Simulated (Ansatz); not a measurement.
# Cl₂H₂OSi + H₂: a complex and its separated parts

Aim: how far the complex at one end of a reaction step lies below its separated, relaxed parts, level by level.

Method: PBE0-D4/def2-TZVP structures, single points in def2-TZVPP, no counterpoise correction; program: Ansatz 0.2.0, Gaussian basis.

Levels: SPW92, PBE-D4, BLYP-D4, r2SCAN-D4, B97M-V, PBE0-D4, B3LYP-D4, r2SCAN0-D4, BHLYP-D4, CAM-B3LYP-D4, wB97X-V, wB97M-V, B2PLYP, PBE-QIDH, RPA on PBE, Hartree-Fock, MP2, CCSD, CCSD(T).

Cores are frozen in the correlated methods. B3LYP uses VWN-RPA correlation. B2PLYP carries no dispersion term here.

94 further runs of the same task are left out: 94 set aside as unsound or not needed.

## Step 1: Starting geometry

The complex: 8 atoms, charge 0, spin multiplicity 1.

Atoms are counted from 1 here; the program's logs count them from 0.

Bond lengths: Si1–O2 1.620 Å, Si1–Cl3 2.043 Å, Si1–Cl4 2.043 Å, Si1–H5 1.467 Å, O2–H8 0.961 Å, H6–H7 0.748 Å. Angles: O2–Si1–Cl3 111.2°, O2–Si1–Cl4 111.2°, O2–Si1–H5 107.6°, Cl3–Si1–Cl4 107.3°, Cl3–Si1–H5 109.8°, Cl4–Si1–H5 109.7°, Si1–O2–H8 119.0°.

Geometry (Å):

```xyz
8

Si   -0.5530    0.4621   -1.0558
O     0.6469    0.8785   -0.0509
Cl   -0.1974   -1.3550   -1.9181
Cl   -2.3336    0.3272   -0.0642
H    -0.6408    1.4949   -2.0939
H     1.3591   -1.2487    2.0331
H     0.8711   -0.8682    2.4533
H     0.8478    0.3091    0.6964
```

Its parts: Cl₂H₂OSi holds atoms 1, 2, 3, 4, 5, 8; H₂ holds atoms 6, 7. Each part counts its atoms afresh in its own runs.

## Step 2: Relaxing Cl₂H₂OSi alone

The input, relax-a/in.yaml:

```yaml
crystal:
  periodic: [false, false, false]
  atoms:
    - {symbol: Si, position_ang: [-0.553011, 0.462121, -1.055773]}
    - {symbol: O, position_ang: [0.646941, 0.878473, -0.050871]}
    - {symbol: Cl, position_ang: [-0.197391, -1.355032, -1.918090]}
    - {symbol: Cl, position_ang: [-2.333634, 0.327177, -0.064185]}
    - {symbol: H, position_ang: [-0.640846, 1.494899, -2.093873]}
    - {symbol: H, position_ang: [0.847752, 0.309120, 0.696402]}
basis:
  gaussian: {orbitals: def2-TZVP}
hamiltonian: {xc: pbe0, dispersion: d4}
relax: {f_tol: 0.005, max_steps: 200}
```

On the command line:

```console
> ansatz run in.yaml --threads 4 --pin off --events-out ev --progress --plain --max-ram 9574MiB
```

The log of the run, shortened:

```text
Functional definition: PBE0
  name "PBE0"
  cite "Adamo & Barone, J. Chem. Phys. 110, 6158 (1999) doi:10.1063/1.478522"
  cite "Perdew, Burke & Ernzerhof, Phys. Rev. Lett. 77, 3865 (1996) doi:10.1103/PhysRevLett.77.3865"
  parent pbe
[...]
1043 factors; their error is unknown
[...]
mean field -34995.10424653 eV, -1286.0463605262 hartree, gradient 6.3e-5 eV, S^2 0.000000; 0 other end points of the search recorded, 0 dependent functions left out
[...]
reference -34995.10427333 eV, -1286.0463615111 hartree; 29, 29 occupied and 125, 125 virtual orbitals, 1043 factors
[...]
reference -34995.10449195 eV, -1286.0463695455 hartree; 29, 29 occupied and 125, 125 virtual orbitals, 1043 factors
Total energy: -34995.24557758 eV, -1286.0515543466 hartree
Atom 0 at    -0.555212     0.459780    -1.056209 Å, force     0.000244     0.000005     0.000286 eV/Å
Atom 1 at     0.646027     0.877169    -0.050913 Å, force    -0.000037    -0.000101     0.000002 eV/Å
Atom 2 at    -0.198732    -1.355488    -1.919558 Å, force    -0.000011    -0.000124    -0.000058 eV/Å
Atom 3 at    -2.335102     0.326837    -0.065274 Å, force    -0.000164    -0.000052     0.000062 eV/Å
Atom 4 at    -0.638396     1.495391    -2.091601 Å, force     0.000084     0.000122    -0.000041 eV/Å
Atom 5 at     0.851226     0.313068     0.697165 Å, force    -0.000115     0.000151    -0.000251 eV/Å
Dipole moment:     0.141789    -0.010601     0.172933 e Å
```

It took 12 s on 4 threads of Arm Neoverse V2, shared host.

Along the way:

```csv
step,energy from step 1 (eV),largest force component (eV/Å)
1,0.0000,0.0881
2,-0.0001,0.0356
3,-0.0002,0.0103
4,-0.0002,0.0097
5,-0.0002,0.0071
6,-0.0002,0.0003
```

Close pairs (by a distance rule), those that changed most:

```csv
bond,before (Å),after (Å),change (Å)
O2–H6,0.961,0.959,-0.002
Si1–O2,1.620,1.621,+0.001
Si1–Cl3,2.043,2.041,-0.001
Si1–Cl4,2.043,2.041,-0.001
Si1–H5,1.467,1.467,-0.000
```

## Step 3: Relaxing H₂ alone

The input, relax-b/in.yaml:

```yaml
crystal:
  periodic: [false, false, false]
  atoms:
    - {symbol: H, position_ang: [1.359063, -1.248660, 2.033079]}
    - {symbol: H, position_ang: [0.871127, -0.868198, 2.453311]}
basis:
  gaussian: {orbitals: def2-TZVP}
hamiltonian: {xc: pbe0, dispersion: d4}
relax: {f_tol: 0.005, max_steps: 200}
```

On the command line:

```console
> ansatz run in.yaml --threads 4 --pin off --events-out ev --progress --plain --max-ram 9574MiB
```

The log of the run, shortened:

```text
[... 5 set-up lines as earlier in the session ...]
[...]
88 factors; their error is unknown
[...]
mean field -31.78859174 eV, -1.1682091994 hartree, gradient 1.7e-5 eV, S^2 0.000000; 0 other end points of the search recorded, 0 dependent functions left out
[...]
reference -31.78866858 eV, -1.1682120231 hartree; 1, 1 occupied and 11, 11 virtual orbitals, 88 factors
Total energy: -31.79027513 eV, -1.1682710628 hartree
Atom 0 at     1.358479    -1.248205     2.033582 Å, force    -0.000978     0.000763     0.000842 eV/Å
Atom 1 at     0.871711    -0.868653     2.452808 Å, force     0.000978    -0.000763    -0.000842 eV/Å
Dipole moment:    -0.000000     0.000000     0.000000 e Å
```

Run time: 0.1 s. Hardware: 4 threads of Arm Neoverse V2, shared host.

Step by step:

```csv
step,energy from step 1 (eV),largest force component (eV/Å)
1,0.0000,0.0429
2,-0.0001,0.0010
```

The bond:

```csv
bond,before (Å),after (Å),change (Å)
H1–H2,0.748,0.746,-0.002
```

## Step 4: SPW92/def2-TZVPP

The input, parta/in.yaml:

```yaml
crystal:
  periodic: [false, false, false]
  atoms:
    - {symbol: Si, position_ang: [-0.555212, 0.459780, -1.056209]}
    - {symbol: O, position_ang: [0.646027, 0.877169, -0.050913]}
    - {symbol: Cl, position_ang: [-0.198732, -1.355488, -1.919558]}
    - {symbol: Cl, position_ang: [-2.335102, 0.326837, -0.065274]}
    - {symbol: H, position_ang: [-0.638396, 1.495391, -2.091601]}
    - {symbol: H, position_ang: [0.851226, 0.313068, 0.697165]}
basis:
  gaussian: {orbitals: def2-TZVPP}
hamiltonian: {xc: lda}
```

The input, partb/in.yaml:

```yaml
crystal:
  periodic: [false, false, false]
  atoms:
    - {symbol: H, position_ang: [1.358479, -1.248205, 2.033582]}
    - {symbol: H, position_ang: [0.871711, -0.868653, 2.452808]}
basis:
  gaussian: {orbitals: def2-TZVPP}
hamiltonian: {xc: lda}
```

Each run has its own folder and the same command.

On the command line:

```console
> ansatz run in.yaml --threads 4 --pin off --events-out ev --progress --plain --max-ram 9574MiB
```

Output in parta, shortened:

```text
Functional definition: SPW92
  name "SPW92"
  cite "Dirac, Proc. Camb. Phil. Soc. 26, 376 (1930) doi:10.1017/S0305004100016108"
  cite "Slater, Phys. Rev. 81, 385 (1951) doi:10.1103/PhysRev.81.385"
  cite "Perdew & Wang, Phys. Rev. B 45, 13244 (1992) doi:10.1103/PhysRevB.45.13244"
[...]
1145 factors; their error is unknown
[...]
mean field -34881.66768439 eV, -1281.8776437579 hartree, gradient 3.3e-5 eV, S^2 0.000000; 0 other end points of the search recorded, 0 dependent functions left out
reference -34881.66771825 eV, -1281.8776450023 hartree; 29, 29 occupied and 156, 156 virtual orbitals, 1145 factors
Total energy: -34881.66771825 eV, -1281.8776450023 hartree
```

Log of partb, shortened:

```text
[... 5 set-up lines as earlier in the session ...]
[...]
118 factors; their error is unknown
[...]
mean field -30.93529289 eV, -1.1368510452 hartree, gradient 4.4e-5 eV, S^2 0.000000; 0 other end points of the search recorded, 0 dependent functions left out
reference -30.93531357 eV, -1.1368518051 hartree; 1, 1 occupied and 27, 27 virtual orbitals, 118 factors
Total energy: -30.93531357 eV, -1.1368518051 hartree
```

They took 0.7 s (parta), 0.05 s (partb) on 4 threads of Arm Neoverse V2, shared host.

## Step 5: PBE-D4/def2-TZVPP

Each input of step 4 (parta, partb) changes in the same lines:

```diff
-hamiltonian: {xc: lda}
+hamiltonian: {xc: pbe, dispersion: d4}
```

The same command starts each run, in its folder.

On the command line:

```console
> ansatz run in.yaml --threads 4 --pin off --events-out ev --progress --plain --max-ram 9574MiB
```

Log of parta, shortened:

```text
Functional definition: PBE
  name "PBE"
[... 2 set-up lines as earlier in the session ...]
[...]
1145 factors; their error is unknown
[...]
mean field -34992.32738972 eV, -1285.9443129208 hartree, gradient 3.5e-5 eV, S^2 0.000000; 0 other end points of the search recorded, 0 dependent functions left out
reference -34992.32742608 eV, -1285.9443142568 hartree; 29, 29 occupied and 156, 156 virtual orbitals, 1145 factors
Total energy: -34992.49439308 eV, -1285.9504501812 hartree
```

partb printed, shortened:

```text
[... 4 set-up lines as earlier in the session ...]
[...]
118 factors; their error is unknown
[...]
mean field -31.73222126 eV, -1.1661376225 hartree, gradient 3.1e-5 eV, S^2 0.000000; 0 other end points of the search recorded, 0 dependent functions left out
reference -31.73224294 eV, -1.1661384191 hartree; 1, 1 occupied and 27, 27 virtual orbitals, 118 factors
Total energy: -31.73426216 eV, -1.1662126242 hartree
```

Wall times: 1.2 s (parta), 0.1 s (partb) on 4 threads of Arm Neoverse V2, shared host.

## Step 6: BLYP-D4/def2-TZVPP

Each input of step 5 (parta, partb) changes in the same lines:

```diff
-hamiltonian: {xc: pbe, dispersion: d4}
+hamiltonian: {xc: {name: BLYP}, dispersion: d4}
```

One command serves all of them, each in its own folder.

On the command line:

```console
> ansatz run in.yaml --threads 4 --pin off --events-out ev --progress --plain --max-ram 9574MiB
```

Log of parta, shortened:

```text
Functional definition: BLYP
  name "BLYP"
  cite "Becke, Phys. Rev. A 38, 3098 (1988) doi:10.1103/PhysRevA.38.3098"
  cite "Lee, Yang & Parr, Phys. Rev. B 37, 785 (1988) doi:10.1103/PhysRevB.37.785"
[...]
1145 factors; their error is unknown
[...]
mean field -35008.18716641 eV, -1286.5271489642 hartree, gradient 2.8e-5 eV, S^2 0.000000; 0 other end points of the search recorded, 0 dependent functions left out
reference -35008.18750196 eV, -1286.5271612954 hartree; 29, 29 occupied and 156, 156 virtual orbitals, 1145 factors
Total energy: -35008.55405035 eV, -1286.5406317003 hartree
```

Log of partb, shortened:

```text
[... 4 set-up lines as earlier in the session ...]
[...]
118 factors; their error is unknown
[...]
mean field -31.82604649 eV, -1.1695856359 hartree, gradient 8.3e-5 eV, S^2 0.000000; 0 other end points of the search recorded, 0 dependent functions left out
reference -31.82623891 eV, -1.1695927073 hartree; 1, 1 occupied and 27, 27 virtual orbitals, 118 factors
Total energy: -31.83113680 eV, -1.1697727015 hartree
```

Wall times: 1.2 s (parta), 0.1 s (partb) on 4 threads of Arm Neoverse V2, shared host.

## Step 7: r2SCAN-D4/def2-TZVPP

The same edit goes into each in.yaml of step 6 (parta, partb):

```diff
-hamiltonian: {xc: {name: BLYP}, dispersion: d4}
+hamiltonian: {xc: r2scan, dispersion: d4}
```

One command serves all of them, each in its own folder.

On the command line:

```console
> ansatz run in.yaml --threads 4 --pin off --events-out ev --progress --plain --max-ram 9574MiB
```

Output in parta, shortened:

```text
Functional definition: r2SCAN
  name "r2SCAN"
  cite "Furness, Kaplan, Ning, Perdew & Sun, J. Phys. Chem. Lett. 11, 8208 (2020) doi:10.1021/acs.jpclett.0c02405"
  cite "Furness, Kaplan, Ning, Perdew & Sun, J. Phys. Chem. Lett. 11, 9248 (2020) doi:10.1021/acs.jpclett.0c03077"
  parent r2scan
[...]
1145 factors; their error is unknown
[...]
mean field -35005.60353621 eV, -1286.4322023056 hartree, gradient 3.9e-5 eV, S^2 0.000000; 0 other end points of the search recorded, 0 dependent functions left out
reference -35005.60354566 eV, -1286.4322026526 hartree; 29, 29 occupied and 156, 156 virtual orbitals, 1145 factors
Total energy: -35005.64053820 eV, -1286.4335621034 hartree
```

Log of partb, shortened:

```text
[... 5 set-up lines as earlier in the session ...]
[...]
118 factors; their error is unknown
[...]
mean field -31.87205062 eV, -1.1712762567 hartree, gradient 4.1e-5 eV, S^2 0.000000; 0 other end points of the search recorded, 0 dependent functions left out
reference -31.87205724 eV, -1.1712764999 hartree; 1, 1 occupied and 27, 27 virtual orbitals, 118 factors
Total energy: -31.87255862 eV, -1.1712949254 hartree
```

They took 2.6 s (parta), 0.3 s (partb) on 4 threads of Arm Neoverse V2, shared host.

## Step 8: B97M-V/def2-TZVPP

The same edit goes into each in.yaml of step 7 (parta, partb):

```diff
-hamiltonian: {xc: r2scan, dispersion: d4}
+hamiltonian: {xc: {name: B97M-V}}
```

Each run has its own folder and the same command.

On the command line:

```console
> ansatz run in.yaml --threads 4 --pin off --events-out ev --progress --plain --max-ram 9574MiB
```

parta printed, shortened:

```text
Functional definition: B97M-V
  name "B97M-V"
  cite "Mardirossian & Head-Gordon, J. Chem. Phys. 142, 074111 (2015) doi:10.1063/1.4907719"
  cite "Becke, J. Chem. Phys. 107, 8554 (1997) doi:10.1063/1.475007"
  cite "Vydrov & Van Voorhis, J. Chem. Phys. 133, 244103 (2010) doi:10.1063/1.3521275"
  # Of w^i u^j: cxij and so on, Table III.
[...]
  gx(w, u) = cx00 + cx01*u + cx02*u^2 + (cx10 + cx11*u)*w
[...]
  gos(w, u) = cos00 + cos01*u + cos03*u^3 + cos10*w + cos32*w^3*u^2
[...]
      + integral(e_c_pw_mod_opposite_spin*gos(b97_w_opposite, b97_u_opposite)) + vv10(b, c)
1145 factors; their error is unknown
[...]
mean field -34999.77914286 eV, -1286.2181597978 hartree, gradient 7.4e-5 eV, S^2 0.000000; 0 other end points of the search recorded, 0 dependent functions left out
reference -34999.77919249 eV, -1286.2181616215 hartree; 29, 29 occupied and 156, 156 virtual orbitals, 1145 factors
Total energy: -34999.77919249 eV, -1286.2181616215 hartree
```

Output in partb, shortened:

```text
[... 5 set-up lines as earlier in the session ...]
  # Of w^i u^j: cxij and so on, Table III.
[...]
  gx(w, u) = cx00 + cx01*u + cx02*u^2 + (cx10 + cx11*u)*w
  gss(w, u) = css00 + css02*u^2 + css10*w + (css32*w^3 + css42*w^4)*u^2
  gos(w, u) = cos00 + cos01*u + cos03*u^3 + cos10*w + cos32*w^3*u^2
[...]
      + integral(e_c_pw_mod_opposite_spin*gos(b97_w_opposite, b97_u_opposite)) + vv10(b, c)
118 factors; their error is unknown
[...]
mean field -31.90529236 eV, -1.1724978682 hartree, gradient 8.2e-6 eV, S^2 0.000000; 0 other end points of the search recorded, 0 dependent functions left out
reference -31.90532205 eV, -1.1724989590 hartree; 1, 1 occupied and 27, 27 virtual orbitals, 118 factors
Total energy: -31.90532205 eV, -1.1724989590 hartree
```

Wall times: 4.4 s (parta), 0.15 s (partb) on 4 threads of Arm Neoverse V2, shared host.

## Step 9: PBE0-D4/def2-TZVPP

The same edit goes into each in.yaml of step 8 (parta, partb):

```diff
-hamiltonian: {xc: {name: B97M-V}}
+hamiltonian: {xc: pbe0, dispersion: d4}
+output: {orbitals: {seedname: orbitals}}
```

Each run has its own folder and the same command.

On the command line:

```console
> ansatz run in.yaml --threads 4 --pin off --events-out ev --progress --plain --max-ram 9574MiB
```

parta printed, shortened:

```text
[... 5 set-up lines as earlier in the session ...]
[...]
1210 factors; their error is unknown
[...]
mean field -34995.15672039 eV, -1286.0482889052 hartree, gradient 5.5e-5 eV, S^2 0.000000; 0 other end points of the search recorded, 0 dependent functions left out
reference -34995.15674729 eV, -1286.0482898937 hartree; 29, 29 occupied and 156, 156 virtual orbitals, 1210 factors
Total energy: -34995.29783291 eV, -1286.0534746947 hartree
```

Log of partb, shortened:

```text
[... 5 set-up lines as earlier in the session ...]
[...]
118 factors; their error is unknown
[...]
mean field -31.79610767 eV, -1.1684854046 hartree, gradient 5.5e-5 eV, S^2 0.000000; 0 other end points of the search recorded, 0 dependent functions left out
reference -31.79612366 eV, -1.1684859923 hartree; 1, 1 occupied and 27, 27 virtual orbitals, 118 factors
Total energy: -31.79773021 eV, -1.1685450320 hartree
```

Wall times: 1.7 s (parta), 0.1 s (partb) on 4 threads of Arm Neoverse V2, shared host.

## Step 10: B3LYP-D4/def2-TZVPP

Each input of step 9 (parta, partb) changes in the same lines:

```diff
-hamiltonian: {xc: pbe0, dispersion: d4}
-output: {orbitals: {seedname: orbitals}}
+hamiltonian: {xc: {name: B3LYP}, dispersion: d4}
```

One command serves all of them, each in its own folder.

On the command line:

```console
> ansatz run in.yaml --threads 4 --pin off --events-out ev --progress --plain --max-ram 9574MiB
```

Output in parta, shortened:

```text
Functional definition: B3LYP
  name "B3LYP"
  cite "Stephens, Devlin, Chabalowski & Frisch, J. Phys. Chem. 98, 11623 (1994) doi:10.1021/j100096a001"
[... 2 set-up lines as earlier in the session ...]
  cite "Vosko, Wilk & Nusair, Can. J. Phys. 58, 1200 (1980) doi:10.1139/p80-159"
[...]
1186 factors; their error is unknown
[...]
mean field -35010.19170863 eV, -1286.6008145318 hartree, gradient 8.3e-5 eV, S^2 0.000000; 0 other end points of the search recorded, 0 dependent functions left out
reference -35010.19195809 eV, -1286.6008236995 hartree; 29, 29 occupied and 156, 156 virtual orbitals, 1186 factors
Total energy: -35010.46678202 eV, -1286.6109232924 hartree
```

Log of partb, shortened:

```text
[... 6 set-up lines as earlier in the session ...]
[...]
118 factors; their error is unknown
[...]
mean field -32.10922817 eV, -1.1799923708 hartree, gradient 4.5e-5 eV, S^2 0.000000; 0 other end points of the search recorded, 0 dependent functions left out
reference -32.10937027 eV, -1.1799975929 hartree; 1, 1 occupied and 27, 27 virtual orbitals, 118 factors
Total energy: -32.11252135 eV, -1.1801133931 hartree
```

Wall times: 1.6 s (parta), 0.1 s (partb) on 4 threads of Arm Neoverse V2, shared host.

## Step 11: r2SCAN0-D4/def2-TZVPP

Each input of step 10 (parta, partb) changes in the same lines:

```diff
-hamiltonian: {xc: {name: B3LYP}, dispersion: d4}
+hamiltonian: {xc: {name: r2SCAN0}, dispersion: d4}
```

The same command starts each run, in its folder.

On the command line:

```console
> ansatz run in.yaml --threads 4 --pin off --events-out ev --progress --plain --max-ram 9574MiB
```

Output in parta, shortened:

```text
Functional definition: r2SCAN0
  name "r2SCAN0"
  cite "Bursch, Neugebauer, Ehlert & Grimme, J. Chem. Phys. 156, 134105 (2022) doi:10.1063/5.0086040"
[... 3 set-up lines as earlier in the session ...]
[...]
1210 factors; their error is unknown
[...]
mean field -35005.03763345 eV, -1286.4114057625 hartree, gradient 4.4e-5 eV, S^2 0.000000; 0 other end points of the search recorded, 0 dependent functions left out
reference -35005.03764094 eV, -1286.4114060380 hartree; 29, 29 occupied and 156, 156 virtual orbitals, 1210 factors
Total energy: -35005.08266254 eV, -1286.4130605509 hartree
```

Output in partb, shortened:

```text
[... 6 set-up lines as earlier in the session ...]
[...]
118 factors; their error is unknown
[...]
mean field -31.85186973 eV, -1.1705346226 hartree, gradient 1.4e-5 eV, S^2 0.000000; 0 other end points of the search recorded, 0 dependent functions left out
reference -31.85187485 eV, -1.1705348109 hartree; 1, 1 occupied and 27, 27 virtual orbitals, 118 factors
Total energy: -31.85241623 eV, -1.1705547061 hartree
```

Times: 3 s (parta), 0.3 s (partb) on 4 threads of Arm Neoverse V2, shared host.

## Step 12: BHLYP-D4/def2-TZVPP

The same edit goes into each in.yaml of step 11 (parta, partb):

```diff
-hamiltonian: {xc: {name: r2SCAN0}, dispersion: d4}
+hamiltonian: {xc: {name: BHLYP}, dispersion: d4}
```

The same command starts each run, in its folder.

On the command line:

```console
> ansatz run in.yaml --threads 4 --pin off --events-out ev --progress --plain --max-ram 9574MiB
```

Log of parta, shortened:

```text
Functional definition: BHLYP
  name "BHLYP"
  cite "Becke, J. Chem. Phys. 98, 1372 (1993) doi:10.1063/1.464304"
[... 2 set-up lines as earlier in the session ...]
[...]
1293 factors; their error is unknown
[...]
mean field -35007.95637688 eV, -1286.5186676052 hartree, gradient 1.7e-5 eV, S^2 0.000000; 0 other end points of the search recorded, 0 dependent functions left out
reference -35007.95654599 eV, -1286.5186738198 hartree; 29, 29 occupied and 156, 156 virtual orbitals, 1293 factors
Total energy: -35008.18362736 eV, -1286.5270189063 hartree
```

Output in partb, shortened:

```text
[... 5 set-up lines as earlier in the session ...]
[...]
118 factors; their error is unknown
[...]
mean field -31.83805558 eV, -1.1700269621 hartree, gradient 5.6e-5 eV, S^2 0.000000; 0 other end points of the search recorded, 0 dependent functions left out
reference -31.83815115 eV, -1.1700304739 hartree; 1, 1 occupied and 27, 27 virtual orbitals, 118 factors
Total energy: -31.83989473 eV, -1.1700945497 hartree
```

Times: 1.6 s (parta), 0.1 s (partb) on 4 threads of Arm Neoverse V2, shared host.

## Step 13: CAM-B3LYP-D4/def2-TZVPP

Each input of step 12 (parta, partb) changes in the same lines:

```diff
-hamiltonian: {xc: {name: BHLYP}, dispersion: d4}
+hamiltonian: {xc: {name: CAM-B3LYP}, dispersion: d4}
```

Each run has its own folder and the same command.

On the command line:

```console
> ansatz run in.yaml --threads 4 --pin off --events-out ev --progress --plain --max-ram 9574MiB
```

Output in parta, shortened:

```text
Functional definition: CAM-B3LYP
  name "CAM-B3LYP"
  cite "Yanai, Tew & Handy, Chem. Phys. Lett. 393, 51 (2004) doi:10.1016/j.cplett.2004.06.011"
  cite "Iikura, Tsuneda, Yanai & Hirao, J. Chem. Phys. 115, 3540 (2001) doi:10.1063/1.1383587"
[... 2 set-up lines as earlier in the session ...]
[...]
1186 factors; their error is unknown
225 factors; integrals over basis functions are off by at most 1.3e-5 eV
[...]
mean field -35009.21007701 eV, -1286.5647402351 hartree, gradient 3.9e-5 eV, S^2 0.000000; 0 other end points of the search recorded, 0 dependent functions left out
reference -35009.21019836 eV, -1286.5647446946 hartree; 29, 29 occupied and 156, 156 virtual orbitals, 1186 factors
Total energy: -35009.35527203 eV, -1286.5700760537 hartree
```

Log of partb, shortened:

```text
[... 6 set-up lines as earlier in the session ...]
[...]
  # Exact exchange under (alpha + beta erf(omega r))/r, Becke's under what is left of 1/r.
[...]
118 factors; their error is unknown
42 factors; integrals over basis functions are off by at most 6.3e-5 eV
[...]
mean field -31.88030429 eV, -1.1715795733 hartree, gradient 6.4e-5 eV, S^2 0.000000; 0 other end points of the search recorded, 0 dependent functions left out
reference -31.88037423 eV, -1.1715821435 hartree; 1, 1 occupied and 27, 27 virtual orbitals, 118 factors
Total energy: -31.88188762 eV, -1.1716377599 hartree
```

Times: 1.7 s (parta), 0.1 s (partb) on 4 threads of Arm Neoverse V2, shared host.

(Part 1 of 2 ends here.)
